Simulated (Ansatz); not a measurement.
**F2H2O2Sn: how energies converge with the basis set**

How large a basis does F2H2O2Sn need? Two functionals are run in growing sets.

Program: Ansatz 0.2.0, Gaussian basis. Level of theory: one geometry, several basis sets. These are calculated values, not measurements.

Plan: PBE0-D4/def2-SVP; ωB97M-V/def2-SVP; PBE0-D4/def2-QZVPP; ωB97M-V/def2-QZVPP; the functionals' def2-TZVPP values are taken from earlier runs.

## Step 1: The geometry

An earlier PBE0-D4 in a triple-zeta def2 set relaxation fixed the geometry. Sn takes the def2 core potential; no spin-orbit term is included.

7 atoms, charge 0, spin multiplicity 1.

Atoms are counted from 1 here; the program's logs count them from 0.

Bond lengths: O1–Sn2 1.922 Å, O1–H6 0.962 Å, Sn2–O3 1.922 Å, Sn2–F4 1.899 Å, Sn2–F5 1.899 Å, O3–H7 0.962 Å. Angles: Sn2–O1–H6 112.3°, O1–Sn2–O3 111.7°, O1–Sn2–F4 112.4°, O1–Sn2–F5 107.5°, O3–Sn2–F4 107.5°, O3–Sn2–F5 112.4°, F4–Sn2–F5 105.3°, Sn2–O3–H7 112.3°.

## Step 2: PBE0-D4 in def2-SVP

Input file in.yaml:

```yaml
crystal:
  periodic: [false, false, false]
  atoms:
    - {symbol: O, position_ang: [-1.319620, 0.597139, 1.091255]}
    - {symbol: Sn, position_ang: [-0.031372, -0.060227, -0.174306]}
    - {symbol: O, position_ang: [1.737765, -0.112187, 0.574571]}
    - {symbol: F, position_ang: [-0.443579, -1.810858, -0.783562]}
    - {symbol: F, position_ang: [-0.132575, 1.044089, -1.715758]}
    - {symbol: H, position_ang: [-1.984144, 1.157338, 0.678174]}
    - {symbol: H, position_ang: [2.234725, -0.883295, 0.283926]}
basis:
  gaussian: {orbitals: def2-SVP}
hamiltonian: {xc: pbe0, dispersion: d4}
output: {orbitals: {seedname: orbitals}}
```

On the command line:

```sh
$ ansatz run in.yaml --threads 4 --pin off --events-out ev --progress --plain --max-ram 10444MiB
```

The runs that follow: ωB97M-V in def2-SVP; PBE0-D4 in def2-QZVPP; ωB97M-V in def2-QZVPP.

Q: Predict the results of all the runs planned. Wanted: PBE0-D4: double and triple zeta above quadruple; ωB97M-V: double and triple zeta above quadruple.

**Answer**, as computed:

| quantity | value |
| --- | --- |
| PBE0-D4: double and triple zeta above quadruple | 13.69, 0.67 eV |
| ωB97M-V: double and triple zeta above quadruple | 13.92, 0.63 eV |

In words: For PBE0-D4 the step from double to triple zeta gains 13.03 eV and the next only 0.67 eV. Total energies overstate the basis error of differences, where much of it tends to cancel.
